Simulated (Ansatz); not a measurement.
Born–Oppenheimer molecular dynamics of a periodic cell of 24 atoms, LiMg₂ (start crystal LiMg2, start structure P-3m1, volume 1.1 times the crystal's). It starts from an unrelaxed structure (largest force component 0.18 eV/Å).

Computed with DFT r2SCAN-D3(BJ), scalar-relativistic, plane waves, PAW in Ansatz 0.2.0. Settings: cutoff 500 eV, k mesh 2x2x1, fermi-dirac smearing 0.16 eV, no spin polarisation.

| Property | Result |
| --- | --- |
| ensemble | NVT, Langevin thermostat |
| time step | 1 fs |
| steps asked | 180 |
| set temperature | 300 K |
| friction | 0.02 /fs |
| temperature schedule | 180 steps to 1800 K |
| seed | 413530 |

Frames 20 fs apart, positions in Å, forces in eV/Å.

Velocities at 0 fs (Å/ps):

```
Li 6.71 -6.69 12.97
Li 1.18 -0.13 -9.65
Mg 0.83 -2.35 -3.42
Mg -3.94 4.19 1.44
Mg 1.83 -8.03 -1.01
Mg -1.28 -3.57 -0.85
Li -0.68 6.01 -4.68
Li 1.62 4.31 -6.57
Mg -7.74 -4.67 -2.05
Mg -1.94 1.44 -1.67
Mg 4.33 -1.72 3.99
Mg -0.47 0.39 3.19
Li 7.19 3.65 5.09
Li 4.94 0.01 -8.27
Mg 0.93 5.72 1.33
Mg 3.03 -2.45 4.38
Mg -3.51 2.22 -4.79
Mg 4.68 1.62 4.12
Li 0.37 -4.10 4.21
Li -4.64 9.70 3.22
Mg 0.44 0.19 -1.45
Mg 1.99 -0.10 -1.82
Mg -4.53 0.59 1.19
Mg 0.57 2.88 -1.54
```

```xyz
24
Lattice="-3.2516 -5.6320 0.0000 4.8774 -2.8160 0.0000 0.0000 0.0000 15.7215" Properties=species:S:1:pos:R:3:forces:R:3 time_fs=0 energy_less_start_eV=0.000 T=288
Li 0.000 -3.755 9.158 -0.01 0.00 0.13
Li 1.626 -4.693 6.564 0.01 0.00 -0.13
Mg 0.000 -3.755 14.401 0.02 -0.01 -0.11
Mg 1.626 -4.693 11.730 -0.01 0.01 0.18
Mg 0.000 -3.755 3.991 0.01 -0.01 -0.18
Mg 1.626 -4.693 1.321 -0.02 0.01 0.11
Li 3.252 -3.755 9.158 -0.01 0.00 0.13
Li 0.000 -1.877 6.564 0.01 0.00 -0.13
Mg 3.252 -3.755 14.401 0.02 -0.01 -0.11
Mg 0.000 -1.877 11.730 -0.01 0.01 0.18
Mg 3.252 -3.755 3.991 0.01 -0.01 -0.18
Mg 0.000 -1.877 1.321 -0.02 0.01 0.11
Li 1.626 -0.939 9.158 -0.01 0.00 0.13
Li 3.252 -1.877 6.564 0.01 0.00 -0.13
Mg 1.626 -0.939 14.401 0.02 -0.01 -0.11
Mg 3.252 -1.877 11.730 -0.01 0.01 0.18
Mg 1.626 -0.939 3.991 0.01 -0.01 -0.18
Mg 3.252 -1.877 1.321 -0.02 0.01 0.11
Li 1.626 -6.571 9.158 -0.01 0.00 0.13
Li -1.626 -4.693 6.564 0.01 0.00 -0.13
Mg 1.626 -6.571 14.401 0.02 -0.01 -0.11
Mg -1.626 -4.693 11.730 -0.01 0.01 0.18
Mg 1.626 -6.571 3.991 0.01 -0.01 -0.18
Mg -1.626 -4.693 1.321 -0.02 0.01 0.11
24
Lattice="-3.2516 -5.6320 0.0000 4.8774 -2.8160 0.0000 0.0000 0.0000 15.7215" Properties=species:S:1:pos:R:3:forces:R:3 time_fs=20 energy_less_start_eV=0.232 T=267
Li 0.157 -3.882 9.334 -0.15 0.22 -0.21
Li 1.608 -4.676 6.406 -0.05 0.02 0.15
Mg 0.019 -3.796 14.284 -0.07 0.22 0.22
Mg 1.561 -4.675 11.750 0.24 -0.08 0.13
Mg 0.008 -3.862 3.942 -0.05 0.25 -0.12
Mg 1.619 -4.720 1.323 0.02 0.14 0.07
Li 3.262 -3.763 8.992 0.08 -0.04 0.22
Li 0.063 -1.827 6.405 0.08 -0.09 0.14
Mg 3.141 -3.818 14.358 0.35 0.16 0.08
Mg -0.047 -1.852 11.734 0.13 -0.02 0.13
Mg 3.300 -3.845 4.117 -0.15 0.13 -0.57
Mg -0.001 -1.896 1.377 0.02 0.02 -0.15
Li 1.758 -0.914 9.205 -0.11 -0.07 0.04
Li 3.307 -1.856 6.367 -0.11 0.05 0.14
Mg 1.687 -0.861 14.406 -0.17 -0.23 -0.08
Mg 3.328 -1.935 11.786 -0.20 0.11 0.05
Mg 1.567 -0.937 3.884 0.10 -0.04 0.00
Mg 3.352 -1.872 1.379 -0.25 -0.09 -0.04
Li 1.640 -6.580 9.237 0.05 -0.03 0.03
Li -1.691 -4.546 6.606 0.10 -0.09 -0.18
Mg 1.645 -6.562 14.359 0.01 -0.16 -0.01
Mg -1.572 -4.676 11.704 -0.14 -0.06 0.24
Mg 1.548 -6.525 3.996 0.25 -0.21 -0.28
Mg -1.621 -4.642 1.331 0.02 -0.10 0.00
24
Lattice="-3.2516 -5.6320 0.0000 4.8774 -2.8160 0.0000 0.0000 0.0000 15.7215" Properties=species:S:1:pos:R:3:forces:R:3 time_fs=40 energy_less_start_eV=0.754 T=346
Li 0.237 -3.795 9.284 -0.11 0.25 -0.18
Li 1.628 -4.778 6.312 -0.09 0.17 0.35
Mg 0.070 -3.817 14.216 -0.21 0.27 0.44
Mg 1.535 -4.695 11.696 0.26 -0.04 0.21
Mg -0.080 -3.914 3.999 0.20 0.30 -0.22
Mg 1.629 -4.748 1.343 -0.09 0.20 0.04
Li 3.428 -3.974 8.845 0.02 0.27 0.26
Li 0.269 -1.794 6.391 -0.05 -0.14 0.12
Mg 3.119 -3.836 14.227 0.40 0.20 0.49
Mg -0.107 -1.890 11.821 0.40 0.07 -0.18
Mg 3.322 -3.998 4.153 -0.17 0.41 -0.60
Mg -0.017 -1.949 1.400 0.09 0.05 -0.20
Li 1.822 -0.831 9.055 -0.05 -0.10 0.22
Li 3.364 -1.852 6.272 -0.08 -0.04 0.27
Mg 1.699 -0.823 14.384 -0.21 -0.29 -0.01
Mg 3.366 -1.997 11.833 -0.26 0.32 -0.21
Mg 1.563 -0.943 3.909 0.10 -0.12 -0.12
Mg 3.358 -1.952 1.377 -0.33 0.01 -0.03
Li 1.745 -6.301 9.224 -0.06 -0.44 -0.01
Li -1.599 -4.400 6.645 0.05 -0.15 -0.20
Mg 1.643 -6.531 14.392 0.06 -0.30 -0.06
Mg -1.541 -4.603 11.684 -0.25 -0.28 0.17
Mg 1.514 -6.495 3.980 0.22 -0.45 -0.35
Mg -1.671 -4.651 1.412 0.16 -0.19 -0.17
24
Lattice="-3.2516 -5.6320 0.0000 4.8774 -2.8160 0.0000 0.0000 0.0000 15.7215" Properties=species:S:1:pos:R:3:forces:R:3 time_fs=60 energy_less_start_eV=1.102 T=476
Li 0.365 -3.579 9.267 -0.04 0.01 0.02
Li 1.761 -4.737 6.432 -0.17 0.10 0.03
Mg 0.023 -3.838 14.205 0.02 0.21 0.42
Mg 1.622 -4.782 11.703 0.04 0.11 0.15
Mg -0.100 -3.843 4.116 0.35 0.08 -0.40
Mg 1.627 -4.717 1.380 -0.15 0.07 0.06
Li 3.633 -4.014 8.837 -0.14 0.48 0.32
Li 0.479 -1.853 6.642 -0.11 -0.06 -0.34
Mg 3.242 -3.754 14.166 -0.02 -0.01 0.86
Mg -0.103 -1.850 11.902 0.61 -0.13 -0.46
Mg 3.384 -3.998 4.227 -0.21 0.39 -0.63
Mg -0.064 -2.023 1.367 0.10 0.15 -0.04
Li 1.850 -0.736 9.029 0.11 -0.05 0.29
Li 3.520 -1.860 6.274 -0.13 -0.04 0.37
Mg 1.723 -0.919 14.371 -0.23 -0.07 0.01
Mg 3.359 -2.020 11.829 -0.24 0.48 -0.35
Mg 1.650 -0.886 3.924 -0.16 -0.30 -0.02
Mg 3.295 -1.973 1.371 -0.26 0.02 -0.03
Li 1.818 -6.141 8.976 -0.16 -0.52 0.35
Li -1.518 -4.345 6.736 0.12 -0.21 -0.29
Mg 1.653 -6.493 14.451 0.12 -0.32 -0.19
Mg -1.498 -4.615 11.640 -0.23 -0.25 0.16
Mg 1.469 -6.570 3.938 0.43 -0.07 -0.23
Mg -1.761 -4.745 1.384 0.34 -0.05 -0.06
24
Lattice="-3.2516 -5.6320 0.0000 4.8774 -2.8160 0.0000 0.0000 0.0000 15.7215" Properties=species:S:1:pos:R:3:forces:R:3 time_fs=80 energy_less_start_eV=1.464 T=633
Li 0.683 -3.421 9.213 -0.24 -0.26 0.25
Li 1.774 -4.680 6.731 -0.04 0.08 -0.56
Mg -0.018 -3.825 14.280 -0.02 0.04 0.17
Mg 1.635 -4.836 11.700 0.17 0.21 0.23
Mg -0.056 -3.702 4.132 0.30 -0.25 -0.27
Mg 1.706 -4.777 1.352 -0.34 0.29 0.07
Li 3.790 -3.924 8.914 -0.22 0.33 0.41
Li 0.592 -1.863 6.796 -0.19 -0.03 -0.57
Mg 3.455 -3.630 14.168 -0.51 -0.44 0.85
Mg 0.040 -1.852 11.911 0.20 -0.28 -0.59
Mg 3.441 -3.884 4.210 -0.34 0.28 -0.36
Mg -0.044 -2.006 1.412 0.14 0.02 -0.05
Li 1.867 -0.837 9.229 0.29 0.07 0.06
Li 3.612 -1.930 6.563 -0.20 0.04 -0.07
Mg 1.629 -1.061 14.302 0.21 0.26 0.27
Mg 3.348 -1.988 11.817 -0.14 0.27 -0.42
Mg 1.752 -0.879 3.953 -0.32 -0.15 0.02
Mg 3.267 -1.971 1.462 -0.42 0.00 -0.31
Li 1.877 -6.209 8.932 -0.17 -0.36 0.69
Li -1.638 -4.516 6.897 0.45 -0.13 -0.45
Mg 1.570 -6.516 14.422 0.28 -0.06 -0.20
Mg -1.492 -4.712 11.505 -0.10 0.11 0.47
Mg 1.476 -6.600 3.845 0.52 0.13 0.34
Mg -1.883 -4.753 1.312 0.71 -0.18 0.01
24
Lattice="-3.2516 -5.6320 0.0000 4.8774 -2.8160 0.0000 0.0000 0.0000 15.7215" Properties=species:S:1:pos:R:3:forces:R:3 time_fs=100 energy_less_start_eV=1.882 T=679
Li 0.719 -3.214 9.267 -0.19 -0.53 0.03
Li 1.558 -4.636 6.862 0.27 -0.12 -0.40
Mg -0.067 -3.909 14.435 0.02 0.24 -0.10
Mg 1.563 -4.792 11.673 0.30 0.25 0.44
Mg 0.001 -3.649 4.165 0.11 -0.31 -0.23
Mg 1.809 -4.797 1.369 -0.37 0.04 0.02
Li 3.836 -3.857 9.147 -0.19 0.26 0.24
Li 0.618 -1.813 6.498 -0.20 -0.11 0.06
Mg 3.638 -3.553 14.335 -1.09 -0.83 0.29
Mg 0.216 -1.845 11.814 -0.51 -0.29 -0.09
Mg 3.399 -3.704 4.192 -0.33 -0.22 -0.16
Mg 0.064 -2.061 1.515 -0.21 -0.01 -0.19
Li 2.006 -0.891 9.479 0.21 0.13 -0.44
Li 3.795 -2.006 6.932 -0.39 0.05 -0.35
Mg 1.551 -1.090 14.230 0.80 0.13 0.51
Mg 3.329 -1.893 11.773 0.06 -0.19 -0.02
Mg 1.754 -0.854 3.947 -0.09 -0.05 0.06
Mg 3.163 -2.016 1.532 -0.03 0.13 -0.48
Li 2.004 -6.278 9.249 -0.19 -0.14 0.05
Li -1.495 -4.811 7.068 0.32 0.20 -0.34
Mg 1.494 -6.611 14.379 0.53 0.52 -0.04
Mg -1.615 -4.720 11.478 0.14 0.34 0.79
Mg 1.556 -6.719 3.835 0.40 0.47 0.40
Mg -1.935 -4.889 1.260 0.62 0.05 -0.04
24
Lattice="-3.2516 -5.6320 0.0000 4.8774 -2.8160 0.0000 0.0000 0.0000 15.7215" Properties=species:S:1:pos:R:3:forces:R:3 time_fs=120 energy_less_start_eV=2.450 T=899
Li 0.607 -3.227 9.381 -0.05 -0.50 -0.70
Li 1.632 -4.637 6.627 0.37 -0.27 0.06
Mg -0.032 -3.954 14.641 -0.01 0.47 -0.38
Mg 1.648 -4.761 11.695 -0.05 0.40 0.73
Mg 0.105 -3.675 4.265 -0.31 -0.32 -0.47
Mg 1.984 -4.680 1.379 -0.62 -0.45 -0.06
Li 3.622 -3.577 9.340 0.03 0.00 -0.01
Li 0.561 -1.905 6.384 -0.16 0.03 0.27
Mg 3.668 -3.430 14.402 -0.71 -1.33 0.03
Mg 0.179 -1.918 11.509 -0.41 0.25 1.18
Mg 3.195 -3.588 4.136 0.16 -0.37 -0.08
Mg 0.092 -2.121 1.670 -0.23 0.07 -0.41
Li 2.245 -0.634 9.422 -0.08 -0.13 -0.25
Li 3.782 -2.101 6.995 -0.08 0.12 -0.42
Mg 1.663 -1.123 14.337 0.08 0.09 -0.02
Mg 3.234 -1.870 11.709 0.13 -0.05 0.32
Mg 1.718 -0.819 3.836 0.05 0.00 0.32
Mg 3.153 -2.011 1.446 0.24 0.46 -0.31
Li 2.045 -6.198 9.509 -0.15 -0.08 -0.91
Li -1.207 -5.133 6.961 -0.06 0.46 -0.36
Mg 1.472 -6.577 14.401 0.76 0.69 -0.09
Mg -1.790 -4.674 11.491 0.49 -0.12 1.13
Mg 1.635 -6.726 3.813 0.22 0.47 0.29
Mg -1.921 -4.918 1.163 0.40 0.09 0.14
24
Lattice="-3.2516 -5.6320 0.0000 4.8774 -2.8160 0.0000 0.0000 0.0000 15.7215" Properties=species:S:1:pos:R:3:forces:R:3 time_fs=140 energy_less_start_eV=2.697 T=1645
Li 0.340 -3.401 9.395 0.17 -0.30 -0.63
Li 1.890 -4.628 6.504 -0.22 -0.35 0.32
Mg 0.075 -3.865 14.745 -0.12 0.26 -0.53
Mg 1.754 -4.726 11.820 -0.47 0.25 0.42
Mg 0.130 -3.715 4.221 -0.43 -0.19 -0.17
Mg 2.057 -4.637 1.314 -0.48 -0.44 0.05
Li 3.326 -3.291 9.538 0.03 -0.32 -0.72
Li 0.021 -1.944 6.513 0.22 -0.01 0.10
Mg 3.715 -3.459 14.495 -0.34 -0.95 -0.22
Mg -0.139 -1.891 11.356 0.31 0.21 1.33
Mg 3.017 -3.745 4.079 0.72 0.16 -0.32
Mg 0.195 -2.180 1.813 -0.33 0.34 -0.74
Li 2.449 -0.350 9.141 -0.36 -0.26 0.22
Li 3.589 -2.131 6.907 0.04 0.19 -0.41
Mg 1.735 -1.226 14.389 -0.07 0.39 -0.17
Mg 3.029 -1.898 11.680 0.32 0.36 0.65
Mg 1.773 -0.619 3.747 0.04 -0.60 0.32
Mg 3.200 -1.849 1.302 0.12 0.30 0.13
Li 2.043 -6.205 9.491 0.07 -0.09 -0.46
Li -1.224 -5.198 6.539 -0.12 0.41 -0.19
Mg 1.613 -6.479 14.426 0.31 0.33 -0.42
Mg -1.711 -4.793 11.653 0.06 0.06 0.65
Mg 1.620 -6.768 3.805 0.10 0.51 0.25
Mg -1.949 -4.830 1.012 0.44 -0.25 0.53
24
Lattice="-3.2516 -5.6320 0.0000 4.8774 -2.8160 0.0000 0.0000 0.0000 15.7215" Properties=species:S:1:pos:R:3:forces:R:3 time_fs=160 energy_less_start_eV=3.809 T=1247
Li 0.216 -3.628 9.126 0.22 0.32 0.27
Li 2.109 -4.742 6.329 -1.31 -0.42 0.50
Mg 0.099 -3.636 14.754 -0.07 -0.41 -0.50
Mg 1.698 -4.730 12.009 -0.77 0.05 -0.12
Mg 0.172 -3.901 4.100 -0.61 0.29 0.14
Mg 2.134 -4.602 1.367 -0.63 -0.23 -0.27
Li 2.936 -3.496 9.521 0.23 0.10 -0.42
Li -0.516 -2.056 6.920 0.99 -0.04 -0.10
Mg 3.827 -3.591 14.671 -0.40 -0.04 -0.28
Mg -0.398 -1.800 11.533 0.93 -0.23 0.54
Mg 2.940 -3.912 4.024 1.40 0.48 -0.32
Mg 0.229 -2.185 1.856 -0.25 0.44 -0.83
Li 2.167 -0.142 8.944 -0.18 -0.95 0.11
Li 3.377 -2.177 6.595 -0.09 0.42 -0.15
Mg 1.786 -1.325 14.291 -0.02 0.82 0.83
Mg 2.798 -1.933 11.927 1.02 -0.31 -0.75
Mg 1.923 -0.683 3.634 -0.80 -0.26 0.61
Mg 3.283 -1.628 1.365 -0.08 -0.20 -0.74
Li 2.160 -6.482 9.225 -0.44 0.27 0.09
Li -1.703 -4.854 6.138 0.01 -0.03 0.23
Mg 1.748 -6.314 14.453 -0.20 -0.12 -0.40
Mg -1.584 -4.929 11.818 -0.30 0.63 0.35
Mg 1.516 -6.714 3.707 0.86 0.00 0.51
Mg -1.910 -4.725 0.954 0.48 -0.56 0.69
```

Of the whole run (180 fs, mean temperature of the second half 1134 K): The schedule's set-point averaged 1425 K over the second half and the system 1134 K, so it lags behind the ramp. A run of 0.18 ps of so small a system gives no equilibrium averages. Limits of this set-up: coarse k mesh.

The run took 37 min on 4 threads of Intel(R) Xeon(R) Platinum 8259CL CPU @ 2.50GHz (Skylake/Cascade Lake), on a shared host, peak memory 2.7 GiB.
